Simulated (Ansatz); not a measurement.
Consider a table of relaxed lattice constants and trends of a series on the Fe3Al structure: K3Li, K3Na, K3Rb, CsK3 (the Ansatz DFT code, driven from Python).

`run_series.py`:
```python
# -*- coding: utf-8 -*-
"""A chemical series on the Fe3Al structure: relaxed cells and their trends."""

import warnings

import ansatz as az
import numpy as np

config = {
    "xc": "pbesol",
    "k_spacing": 0.33,
    "filling": "gaussian",
    "smearing_width": 0.1,
}


def fe3al(first, second, a):
    return (
        az.Lattice.fcc(a)
        .space_group(225)
        .atom(first, (0, 0, 0))
        .atom(second, (0.5, 0.5, 0.5))
        .atom(second, (0.25, 0.25, 0.25))
        .primitive()
    )


def ground_state(name, crystal):
    calc = (
        crystal.calculation()
        .functional(config["xc"])
        .basis(38 * az.Ry)
        .kpoints(spacing=config["k_spacing"])  # sampling of the Brillouin zone
        .occupations(config["filling"], width=config["smearing_width"])  # the run then minimises F = E - TS
        .stress()
        .band_table()  # levels at the mesh points
    )
    calc = calc.relax(force_tolerance=0.03, cell=True)
    return calc.run(threads=1)

def relaxed_twice(name, crystal):
    # the second pass draws mesh and plane waves anew for the relaxed cell
    first = ground_state(name, crystal)
    again = az.Crystal(lattice=az.Lattice.of(first.lattice.cell_ang))
    for site in first.report["lattice"]["sites"]:
        again = again.atom(site["symbol"], site["position_frac"])
    return ground_state(name, again)


def volume_per_atom(outcome):
    return abs(np.linalg.det(outcome.lattice.cell_ang)) / len(outcome.lattice.sites)

# rough a for each member; the cell is relaxed
warnings.simplefilter("ignore", az.DeckWarning)

phases = {}
phases["K3Li"] = fe3al("Li", "K", 8.21)
phases["K3Na"] = fe3al("Na", "K", 9.16)
phases["K3Rb"] = fe3al("Rb", "K", 10.5)
phases["CsK3"] = fe3al("Cs", "K", 11.09)

done = {}
for name, crystal in phases.items():
    done[name] = relaxed_twice(name, crystal)
    print(f"{name}: {done[name].report['energy_sigma0_ev']:.4f} eV, {len(done[name].lattice.sites)} atoms")

rows = [(name, (4 * len(o.lattice.sites) * volume_per_atom(o)) ** (1 / 3), volume_per_atom(o)) for name, o in done.items()]
print("| compound | a (A) | V (A^3/atom) |")
print("| --- | --- | --- |")
for row in rows:
    print(f"| {row[0]} | {row[1]:.3f} | {row[2]:.3f} |")
```

Rank the compounds by their relaxed volume per atom.

From smallest to largest: K3Li (55.89 Å³), K3Na (60.97 Å³), K3Rb (74.65 Å³) and CsK3 (79.41 Å³). The largest is 42 % above the smallest.

The output:

Output of `python run_series.py`:
```text
K3Li: -4750.6858 eV, 4 atoms
K3Na: -6023.8916 eV, 4 atoms
K3Rb: -7765.0632 eV, 4 atoms
CsK3: -10133.8398 eV, 4 atoms
| compound | a (A) | V (A^3/atom) |
| --- | --- | --- |
| K3Li | 9.634 | 55.888 |
| K3Na | 9.918 | 60.966 |
| K3Rb | 10.610 | 74.651 |
| CsK3 | 10.831 | 79.409 |
```

Reading the output:
- Total energies depend on the potentials; only differences at equal settings carry meaning.
- The cells are built on a prototype by substitution; a member may or may not take this structure in nature.
- It ran for 90 s on 1 thread of Arm Neoverse V1 (shared host), peak memory 0.67 GiB.

(A comment or docstring line of the script was reworded after the run, the code is as it ran; lines on the test bed's own set-up are left out of the output.)
